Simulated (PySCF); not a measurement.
# Cl4Ti ([TiCl4]-): the cost of one run

Programs: PySCF 2.14.0, with routines of our own; each step states its level. All values are computed. Atoms count from 0.

## 1. The starting structure

5 atoms, charge -1, states of the metal's open shell are computed; geometry from: model geometry, bond lengths from ionic radii.

## 2. Ligand-field states: state-averaged CASSCF in water

What the job is given:

```
{"job": {"kind": "lf", "basis": {"metal": "x2c-TZVPall", "ligand": "x2c-SVPall"}, "nevpt": true, "solvent": "water"}, "charge": -1, "metal": "Ti", "open_shell": "d1"}
Ti     0.000000     0.000000     0.000000
Cl     1.304811     1.304811     1.304812
Cl    -1.304811    -1.304811     1.304812
Cl    -1.304811     1.304811    -1.304812
Cl     1.304811    -1.304811    -1.304812
```

Level: state-averaged CASSCF of the metal d shell, SC-NEVPT2 on the averaged canonical orbitals, state-interaction spin-orbit coupling.

On the command line:

```bash
OMP_NUM_THREADS=1 python lf_run.py task.json out
```

One launch serves the whole session: the jobs run in the order shown.

**Question.** How long does this first job take on 1 thread of Arm Neoverse V1, shared host, and how much memory does it need?

About 17 s, with a peak of 0.33 GiB.
